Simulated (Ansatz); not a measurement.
# GaH7O2Si: the cost of one run

Method: RKS PBE-D4/def2-SVP, in Ansatz 0.2.0.

## Step 1: The structure to begin with

Bond lengths: Ga1–O3 1.790 Å, O3–H4 1.010 Å, Ga1–O5 1.790 Å, O5–H6 1.010 Å, Ga1–Si7 2.630 Å, Si7–H8 1.460 Å, Si7–H9 1.460 Å, Si7–H10 1.460 Å. Angles: Ga1–O3–H4 109.5°, O3–Ga1–O5 120.0°, O3–Ga1–Si7 96.8°, O5–Ga1–Si7 101.3°, Ga1–O5–H6 109.5°, Ga1–Si7–H8 109.5°, Ga1–Si7–H9 109.5°, Ga1–Si7–H10 109.5°, H8–Si7–H9 109.4°, H8–Si7–H10 109.4°, H9–Si7–H10 109.4°.

As a file:

```xyz
11

Ga    0.0000    0.0000    0.0000
H     0.0000    0.0000    1.9200
O     1.5501    0.0000   -0.8950
H     1.8500   -0.9519   -1.0499
O    -1.5501    0.0000   -0.8950
H    -2.0598   -0.8467   -0.6865
Si    0.1179    2.4930    0.8293
H     0.6941    2.5339    2.1701
H     0.9521    3.2709   -0.0821
H    -1.2271    3.0603    0.8608
H     0.0461    0.9745    1.9843
```

## Step 2: Pulling towards end A

Springs on the bonds that form and break draw the guess towards this end; the thresholds are loose.

Input file input.yaml:

```yaml
crystal:
  periodic: [false, false, false]
  atoms:
    - { symbol: Ga, position_ang: [0.0, 0.0, 0.0] }
    - { symbol: H, position_ang: [0.0, 0.0, 1.92] }
    - { symbol: O, position_ang: [1.5501, 0.0, -0.895] }
    - { symbol: H, position_ang: [1.85, -0.9519, -1.0499] }
    - { symbol: O, position_ang: [-1.5501, 0.0, -0.895] }
    - { symbol: H, position_ang: [-2.0598, -0.8467, -0.6865] }
    - { symbol: Si, position_ang: [0.1179, 2.493, 0.8293] }
    - { symbol: H, position_ang: [0.6941, 2.5339, 2.1701] }
    - { symbol: H, position_ang: [0.9521, 3.2709, -0.0821] }
    - { symbol: H, position_ang: [-1.2271, 3.0603, 0.8608] }
    - { symbol: H, position_ang: [0.0461, 0.9745, 1.9843] }
basis:
  gaussian: { orbitals: def2-SVP }
hamiltonian:
  xc: pbe
  dispersion: d4
relax:
  f_tol: 0.15
  max_steps: 25
  restrain:
    - { distance: [0, 6], at: 3.53, k: 30.0 }
    - { distance: [10, 1], at: 1.86, k: 30.0 }
    - { distance: [0, 1], at: 1.57, k: 30.0 }
    - { distance: [10, 6], at: 1.46, k: 30.0 }
```

The run is started by

```bash
ansatz run input.yaml --threads 4 --pin off --max-ram 5120MiB --backend cpu --events-out ev --progress --plain --runs-dir out
```

**Question.** How long does this run take on 4 threads of Intel Xeon Platinum 8259CL at 2.50GHz (Skylake/Cascade Lake), shared host, and how much memory does it need?

About 18 s, with a peak of 0.19 GiB.
